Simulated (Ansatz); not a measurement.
# C6H8BN: up Jacob's ladder to CCSD(T)

One table from this session's results is given with a row withheld; the runs are named, their logs left out.

Computed with Ansatz 0.2.0, Gaussian basis. Level: functionals in def2-TZVPP, the program's frozen cores in correlated methods.

Levels to be run: LDA (SPW92), PBE-D4, revPBE-D4, BLYP-D4, r2SCAN-D4, B97M-V, PBE0-D4, B3LYP-D4, r2SCANh-D4, r2SCAN0-D4, HSE06-D4, BHLYP-D4, CAM-B3LYP-D4, LC-ωPBE, ωB97X-V, ωB97M-V, B2PLYP, PBE-QIDH; CCSD(T)/def2-SVP; MP2/def2-TZVPP; RPA on PBE.

1 further run of the same task is left out (it didn't finish). Runs told in other sessions of the task aren't counted.

### The relaxed structure

The geometry comes from an earlier relaxation with PBE0-D4 in a triple-zeta def2 set; it is a stationary point, not always the lowest conformer.

16 atoms, charge 0, spin multiplicity 1.

Atoms are counted from 1 here; the program's logs count them from 0.

Bond lengths: B1–N2 1.394 Å, B1–H9 1.195 Å, B1–H10 1.193 Å, N2–C3 1.404 Å, N2–H11 1.009 Å, C3–C4 1.392 Å, C3–C8 1.392 Å, C4–C5 1.384 Å, C4–H12 1.082 Å, C5–C6 1.388 Å, C5–H13 1.084 Å, C6–C7 1.386 Å, C6–H14 1.083 Å, C7–C8 1.385 Å, C7–H15 1.084 Å, C8–H16 1.086 Å. Angles: N2–B1–H9 117.3°, N2–B1–H10 120.9°, H9–B1–H10 121.7°, B1–N2–C3 130.7°, B1–N2–H11 117.3°, C3–N2–H11 112.0°, N2–C3–C4 122.1°, N2–C3–C8 118.9°, C4–C3–C8 119.0°, C3–C4–C5 120.0°, C3–C4–H12 119.8°, C5–C4–H12 120.2°, C4–C5–C6 120.9°, C4–C5–H13 119.1°, C6–C5–H13 119.9°, C5–C6–C7 119.1°, C5–C6–H14 120.4°, C7–C6–H14 120.5° and more.

Set-up of the first run:

in.yaml

```yaml
crystal:
  periodic: [false, false, false]
  atoms:
    - {symbol: B, position_ang: [2.426685, -0.153816, 1.561337]}
    - {symbol: N, position_ang: [1.076578, -0.471729, 1.422949]}
    - {symbol: C, position_ang: [0.165689, -0.171009, 0.397536]}
    - {symbol: C, position_ang: [0.534986, 0.554559, -0.732082]}
    - {symbol: C, position_ang: [-0.399111, 0.826118, -1.716180]}
    - {symbol: C, position_ang: [-1.709674, 0.384494, -1.597457]}
    - {symbol: C, position_ang: [-2.078524, -0.337741, -0.473966]}
    - {symbol: C, position_ang: [-1.149202, -0.613246, 0.515171]}
    - {symbol: H, position_ang: [2.981449, -0.534454, 2.549140]}
    - {symbol: H, position_ang: [2.998630, 0.472993, 0.722302]}
    - {symbol: H, position_ang: [0.648111, -1.005619, 2.164440]}
    - {symbol: H, position_ang: [1.553382, 0.904345, -0.837071]}
    - {symbol: H, position_ang: [-0.096087, 1.392188, -2.589742]}
    - {symbol: H, position_ang: [-2.434187, 0.601643, -2.372927]}
    - {symbol: H, position_ang: [-3.097053, -0.691536, -0.362476]}
    - {symbol: H, position_ang: [-1.444575, -1.179687, 1.393323]}
basis:
  gaussian: {orbitals: def2-TZVPP}
hamiltonian: {xc: lda}
output: {orbitals: {seedname: orbitals}}
```

Command:

```
ansatz run in.yaml --threads 4 --pin off --events-out ev --progress --plain --max-ram 11315MiB
```

Steps of the session up to this table: LDA; PBE-D4 (GGA); revPBE-D4 (GGA); BLYP-D4 (GGA); r2SCAN-D4 (meta-GGA); B97M-V (meta-GGA); B3LYP-D4 (hybrid); r2SCANh-D4 (hybrid); r2SCAN0-D4 (hybrid); HSE06-D4 (hybrid); BHLYP-D4 (hybrid); CAM-B3LYP-D4 (range-separated); LC-ωPBE (range-separated); ωB97X-V (range-separated); ωB97M-V (range-separated); B2PLYP (double hybrid); PBE-QIDH (double hybrid).

One of the session's tables, all rows but one given; the rest of the session is left out.

It belongs to the step «Frontier levels by functional». 

| functional | HOMO (eV) | gap (eV) |
| --- | --- | --- |
| LDA (SPW92) | -5.91 | 3.91 |
| PBE-D4 | -5.70 | 3.95 |
| revPBE-D4 | -5.62 | 3.97 |
| BLYP-D4 | -5.50 | 3.92 |
| r2SCAN-D4 | -5.82 | 4.33 |
| B97M-V | -5.80 | 4.31 |
| PBE0-D4 | -6.61 | 5.76 |
| B3LYP-D4 | ? | ? |
| r2SCANh-D4 | -6.17 | 5.00 |
| r2SCAN0-D4 | -6.71 | 6.01 |
| HSE06-D4 | -6.22 | 5.00 |
| BHLYP-D4 | -7.35 | 7.48 |
| CAM-B3LYP-D4 | -7.77 | 7.96 |
| LC-ωPBE | -9.03 | 10.29 |
| ωB97X-V | -8.69 | 9.89 |
| ωB97M-V | -8.64 | 9.66 |

Q: Estimate the row for B3LYP-D4 from the others.

Worked estimate for «HOMO (eV)». Against the share of exact exchange, BLYP-D4 (0, -5.50), BHLYP-D4 (0.5, -7.35) give a slope of -3.70 per unit share; at 0.2 the line stands at -6.24.

As computed: HOMO (eV): -6.40; gap (eV): 5.36. In «HOMO (eV)» the line misses by +0.16.
